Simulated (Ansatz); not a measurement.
# GeH₃O₃ radical: one species, many methods

Aim: compute GeH₃O₃ radical with functionals from several rungs and with coupled cluster. The yardstick is the atomisation energy at the CCSD(T) limit.

Program: Ansatz 0.2.0, Gaussian basis. Level of theory: functionals in def2-TZVPP, the program's frozen cores in correlated methods. These are calculated values, not measurements.

Levels to be run: LDA (SPW92), PBE-D4, revPBE-D4, BLYP-D4, r2SCAN-D4, B97M-V, PBE0-D4, B3LYP-D4, r2SCANh-D4, r2SCAN0-D4, HSE06-D4, BHLYP-D4, CAM-B3LYP-D4, LC-ωPBE, ωB97X-V, ωB97M-V, B2PLYP, PBE-QIDH; CCSD(T)/def2-SVP; CCSD(T)/def2-TZVPP; MP2/def2-QZVPP; extrapolation to the limit; RPA on PBE.

### 1 The relaxed structure

The geometry comes from an earlier relaxation with PBE0-D4 in a triple-zeta def2 set; it is a stationary point, not always the lowest conformer.

SMILES `[OH][Ge]([OH])[OH]`, 7 atoms, charge 0, spin multiplicity 2.

Atoms are counted from 1 here; the program's logs count them from 0.

Bond lengths: O1–Ge2 1.778 Å, O1–H5 0.962 Å, Ge2–O3 1.778 Å, Ge2–O4 1.778 Å, O3–H6 0.962 Å, O4–H7 0.962 Å. Angles: Ge2–O1–H5 112.6°, O1–Ge2–O3 106.7°, O1–Ge2–O4 106.7°, O3–Ge2–O4 106.7°, Ge2–O3–H6 112.6°, Ge2–O4–H7 112.6°.

Geometry (Å):

```xyz
7

O    -1.3865    0.7982   -0.3708
Ge    0.3287    0.3690   -0.1860
O     0.5883    0.0358    1.5407
O     0.5650   -1.1700   -1.0439
H    -1.6659    1.4798    0.2476
H     1.4129   -0.4302    1.7077
H     0.2186   -1.1505   -1.9409
```

### 2 LDA

This LDA is Slater exchange with PW92 correlation.

File in.yaml:

```yaml
crystal:
  periodic: [false, false, false]
  atoms:
    - {symbol: O, position_ang: [-1.386466, 0.798205, -0.370813]}
    - {symbol: Ge, position_ang: [0.328712, 0.368967, -0.186035]}
    - {symbol: O, position_ang: [0.588316, 0.035751, 1.540746]}
    - {symbol: O, position_ang: [0.565002, -1.169999, -1.043908]}
    - {symbol: H, position_ang: [-1.665892, 1.479765, 0.247551]}
    - {symbol: H, position_ang: [1.412933, -0.430214, 1.707660]}
    - {symbol: H, position_ang: [0.218596, -1.150473, -1.940901]}
basis:
  gaussian: {orbitals: def2-TZVPP}
magnetization: {spin_polarized: true, initial_magnetization: 1}
hamiltonian: {xc: lda}
output: {orbitals: {seedname: orbitals}}
```

Further steps of the session: PBE-D4 (GGA); revPBE-D4 (GGA); BLYP-D4 (GGA); r2SCAN-D4 (meta-GGA); B97M-V (meta-GGA); PBE0-D4 (hybrid); B3LYP-D4 (hybrid); r2SCANh-D4 (hybrid); r2SCAN0-D4 (hybrid); HSE06-D4 (hybrid); BHLYP-D4 (hybrid); CAM-B3LYP-D4 (range-separated); LC-ωPBE-D4 (range-separated); ωB97X-V (range-separated); ωB97M-V (range-separated); B2PLYP (double hybrid); PBE-QIDH (double hybrid); CCSD(T) in def2-SVP; CCSD(T) in def2-TZVPP; MP2 in def2-QZVPP; RPA on PBE orbitals.

Before running them: what should the planned runs give, taken together? Wanted: atomisation energy, CCSD(T)/CBS; farthest beyond LDA; mean size of error, GGA; mean size of error, meta-GGA; mean size of error, hybrid; mean size of error, range-separated; mean size of error, double hybrid; gap, smallest and largest; T1 diagnostic.

As calculated:

| quantity | value |
| --- | --- |
| atomisation energy, CCSD(T)/CBS | 2471.1 kJ/mol |
| functionals within 24.7 kJ/mol (1.0 %) | BLYP-D4, r2SCAN-D4, B97M-V, CAM-B3LYP-D4, ωB97X-V, ωB97M-V |
| farthest beyond LDA | BHLYP-D4 (-175.9 kJ/mol) |
| mean size of error, GGA | 30.4 kJ/mol |
| mean size of error, meta-GGA | 9.4 kJ/mol |
| mean size of error, hybrid | 73.5 kJ/mol |
| mean size of error, range-separated | 20.7 kJ/mol |
| mean size of error, double hybrid | 53.6 kJ/mol |
| gap, smallest and largest | 0.86 eV (LDA (SPW92)), 8.45 eV (LC-ωPBE) |
| T1 diagnostic | 0.0151 |
| triples share of the correlation energy | 3.6 % |

What this shows: LDA overbinds by 453.2 kJ/mol (18 %). PBE-D4 is off by +51.6 kJ/mol. Double hybrids carry the basis error of their MP2 part in triple zeta, and no dispersion term here, so their miss is partly the set-up's. The rungs meta-GGA, range-separated miss on average by less than the doubt on the reference (24.7 kJ/mol), so they tie. The reference freezes the cores and leaves out relativity and excitations past (T), and its outer-core shells are covered unevenly, so misses under about 24.7 kJ/mol can't be ranked. Hartree-Fock recovers 63 % of the binding; the rest is correlation. CCSD(T) in def2-SVP is off by -245.6 kJ/mol, more than most functionals: a good method in a small basis is no reference. The gap grows from 0.9 to 8.5 eV across the functionals, mostly with the share of exact exchange. Correlated methods include outer-core shells of Ge, which these sets cover unevenly.
